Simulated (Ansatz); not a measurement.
ZnSe, space group F-43m, a comparison of norm-conserving and PAW potentials

With the Ansatz DFT code, driven from Python.

Notebook, run cell by cell (the value of a cell's last expression is shown):

```python
from dataclasses import dataclass

import ansatz
from ase import Atoms
import numpy as np
from tabulate import tabulate
```

```python
@dataclass(frozen=True)
class Options:
    smearing: str = 'fixed'
```

```python
cfg = Options()
```

```python
def count_gap(report):
    # lowest empty less highest filled band, counting bands; zero where they overlap
    return max(report.get('gap_by_band_count_ev') or 0.0, 0.0)

atoms = Atoms(
    ['Zn', 'Se'],
    scaled_positions=[
        (0.0, 0.0, 0.0),
        (0.25, 0.25, 0.25),
    ],
    cell=[
        (0.0, 2.8338, 2.8338),
        (2.8338, 0.0, 2.8338),
        (2.8338, 2.8338, 0.0),
    ],
    pbc=True,
)
xtal = ansatz.Crystal.from_ase(atoms)
```

```python
xtal.resolved().tree()['lattice']
```

    ((0.0, 2.8338, 2.8338), (2.8338, 0.0, 2.8338), (2.8338, 2.8338, 0.0))

```python
job = (
    xtal.calculation()
    .functional(ansatz.Functional.PBE)
    .kpoints(6)
    .occupations(cfg.smearing)
    .stress()
    .forces()
    .band_table()
)
variants = {
    'PAW': job.pseudopotentials('paw'),
    'norm-conserving': job.pseudopotentials('nc'),
}
# totals differ by the cores that each treatment holds, so compare what does not depend on them
rows = []
for label, variant in variants.items():
    report = variant.run(threads=1).report
    levels = np.array(report['eigenvalues_ev'][0]) - report['fermi_energy_ev']
    print(label, 'levels at the first k-point near E_F:', np.round(levels[np.abs(levels) < 5], 3))
    rows.append((label, report['n_electrons'], np.trace(report['stress_gpa']) / 3, count_gap(report)))
print(tabulate(rows, headers=['treatment', 'electrons in bands', 'P GPa', 'gap by band count eV'], floatfmt='.4f', tablefmt='simple'))
```

    DeckWarning: basis.ecutwfc = 420 eV, auto-derived from the records' recommended cutoffs: set by Zn (normal level)
    PAW levels at the first k-point near E_F: [-0.    -0.     0.     1.287]
    DeckWarning: basis.ecutwfc = 1170.089609 eV, auto-derived from the records' recommended cutoffs: set by Se (normal level)
    norm-conserving levels at the first k-point near E_F: [-0.    -0.     0.     1.288]
    treatment          electrons in bands    P GPa    gap by band count eV
    ---------------  --------------------  -------  ----------------------
    PAW                           28.0000   2.1264                  1.2867
    norm-conserving               36.0000   2.1176                  1.2879

PAW gives 2.126 GPa and norm-conserving 2.118 GPa, 0.009 GPa apart. They took 1.3 and 4.5 s of processor time.

Semilocal gaps usually lie well under measured ones. The computed bands are complete only to about 5.8 eV above the Fermi level. Under fixed occupations the level called the Fermi level is the highest filled one on the SCF mesh; off the mesh a filled band can lie a little above it. The starting cell is as deposited in a crystallographic database; the results hold for this polymorph, which needn't be the stable one. Gaps and levels are Kohn-Sham values on a finite set of k-points, without spin-orbit coupling. Warnings are shown shortened and without file and line. Stress is positive in compression. Wall time of the script: 6.2 s on 1 thread of Arm Neoverse V2 (shared host), peak memory 0.43 GiB.
